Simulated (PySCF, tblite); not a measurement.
# C7H8N radical: geometry, infrared bands and EPR parameters

What infrared bands and EPR parameters should C7H8N radical (`[CH2]/C=C\n1cccc1`) show?

The runs use tblite 0.8.0 and PySCF 2.14.0, with density-fitted response routines of our own; the level of theory stands in each step. All values are computed, except where a source is named. Atoms are numbered from 0 throughout.

### 1 The molecule as given

16 atoms, charge 0, multiplicity 2; geometry from: force field or distance geometry start.

Bonds of the start (Å): C0–C1 1.47, C1–C2 1.30, C2–N3 1.43, N3–C4 1.35, C4–C5 1.38, C5–C6 1.37, C6–C7 1.40, C7–N3 1.33, C0–H8 1.11, C0–H9 1.09, C1–H10 1.10, C2–H11 1.09, C4–H12 1.10, C5–H13 1.08, C6–H14 1.09, C7–H15 1.07.

### 2 Geometry optimisation with GFN2-xTB

What the job is given:

```
{"job": {"kind": "relax", "xc": "GFN2-xTB", "basis": "xTB"}, "charge": 0, "multiplicity": 2}
C      2.350600     0.681400    -0.483700
C      2.026500    -0.737000    -0.244300
C      0.836100    -1.187300     0.038200
N     -0.341100    -0.380600     0.120600
C     -1.548400    -0.899800     0.415700
C     -2.520300     0.084600     0.439700
C     -1.876000     1.259800     0.168100
C     -0.525600     0.931900    -0.012600
H      2.303000     0.956500    -1.556500
H      3.217200     1.055500     0.058600
H      2.870600    -1.445200    -0.286800
H      0.724000    -2.259100     0.199900
H     -1.821000    -1.946900     0.608100
H     -3.576400    -0.053500     0.643500
H     -2.317000     2.256600     0.114600
H      0.190100     1.692100    -0.234500
```

On the command line:

```
> OMP_NUM_THREADS=1 python probes_run.py task.json out
```

This one command runs all jobs of the session in turn.

**Question.** This job is followed by: GFN2-xTB harmonic vibrations, gas phase; UKS B3LYP, pcH-1 on C H N, non-relativistic, mean-field spin-orbit, GIAO. What will the session give for the following? strongest single infrared mode (GFN2-xTB); zero-point energy (GFN2-xTB); g(iso) (B3LYP); ⟨S²⟩; largest a(iso) (averaged by class); potential on the surface of density 0.002 e/bohr³, 1st and 99th percentile.

The runs gave:

| quantity | value |
| --- | --- |
| strongest single infrared mode (GFN2-xTB) | 1507 cm⁻¹, 118 km/mol |
| zero-point energy (GFN2-xTB) | 80.1 kcal/mol |
| g(iso) (B3LYP) | 2.00258 |
| ⟨S²⟩ | 0.771 (exact 0.75) |
| largest a(iso) (averaged by class) | 13C on C2, 53.0 MHz |
| potential on the surface of density 0.002 e/bohr³, 1st and 99th percentile | -0.86 V and 1.15 V |

**Reading.** Over 95 steps the energy fell by 1.342 eV; of the close pairs, C0–C1 changed most, 1.475 to 1.359 Å. All 42 modes are real, so the xTB geometry is a minimum. The strongest single mode, at 1507 cm⁻¹, is carried by N3, C2, C4, C7. Unscaled tight-binding wavenumbers are off by several per cent, some by more. Its intensities can rank the bands wrongly. The largest spin populations lie on C2 (0.59 e), C0 (0.58 e). The isotropic g lies 0.3 ppt above the free-electron value. The conformer search found further structures of the same energy, which may be mirror or relabelled copies of this one.
